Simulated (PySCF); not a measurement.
**GaBr: bond curves at several levels of theory**

One table from this session's results is given with a row withheld; the runs are named, their logs left out.

Program: PySCF 2.14.0. Level of theory: Ga def2-TZVPP, Br def2-TZVPP, no relativity. These are calculated values, not measurements.

The first run:

Settings of the job:

| Quantity | Value |
| --- | --- |
| atoms | Ga, Br |
| charge | 0 |
| basis | Ga def2-TZVPP, Br def2-TZVPP |
| Hamiltonian | no relativity |
| basis functions | 96 |
| electrons treated | 66 |
| masses in u | 68.9256, 78.9183 |
| levels | PBE0, PBE, r²SCAN, M06-2X, MN15, B97-3, TPSSh, CAM-B3LYP, HF, MP2, SCS-MP2, CCSD, CCSD(T) |
| grid | 80 radial by 434 angular points |
| occupations | held fixed by the projection of orbital angular momentum |
| dissociation limit | Ga + Br, each in its ground configuration |
| starting distance in angstrom | 2.320 |
| values of 2S to try | 0, 2 |

On the command line:

```
OMP_NUM_THREADS=2 python dia.py task.json out
```

Among the steps run: Input; The PBE0 curve of the state that the search chose; Excited determinants; PBE; r²SCAN; M06-2X; MN15 (hybrid meta-GGA); B97-3 (global hybrid GGA); TPSSh (hybrid meta-GGA); CAM-B3LYP (range-separated hybrid); RHF (mean field); Correlated methods on the Hartree–Fock reference.

One of the session's tables, all rows but one given; the rest of the session is left out.

Energy (eV) from each level's lowest point:

| R (Å) | RHF | RHF-MP2 | RHF-SCS-MP2 | RHF-CCSD | RHF-CCSD(T) |
| --- | --- | --- | --- | --- | --- |
| 2.047 | 0.933 | 0.758 | 0.809 | n/a | n/a |
| 2.142 | 0.427 | 0.312 | 0.346 | 0.344 | 0.343 |
| 2.237 | ? | ? | ? | ? | ? |
| 2.309 | 0.040 | 0.009 | 0.018 | 0.017 | 0.016 |
| 2.380 | 0.000 | 0.000 | 0.000 | 0.000 | 0.000 |
| 2.451 | 0.010 | 0.040 | 0.031 | 0.032 | 0.033 |
| 2.547 | 0.081 | 0.147 | 0.128 | 0.131 | 0.132 |
| 2.666 | 0.230 | 0.339 | 0.309 | 0.313 | 0.316 |
| 2.808 | 0.460 | 0.618 | 0.575 | 0.581 | 0.587 |
| 2.999 | 0.807 | 1.021 | 0.965 | n/a | n/a |

Q: Estimate the row for R (Å) = 2.237 from the others.

Worked estimate for «RHF». A straight line through the neighbours (2.142, 0.427) and (2.309, 0.040) gives 0.427 + (0.040 − 0.427) × (2.237 − 2.142) / (2.309 − 2.142) = 0.207; a parabola fitted to 4 rows on both sides gives 0.136.

As computed: RHF: 0.145; RHF-MP2: 0.081; RHF-SCS-MP2: 0.100; RHF-CCSD: 0.098; RHF-CCSD(T): 0.098. In «RHF» the line misses by +0.062 and the parabola by -0.009.
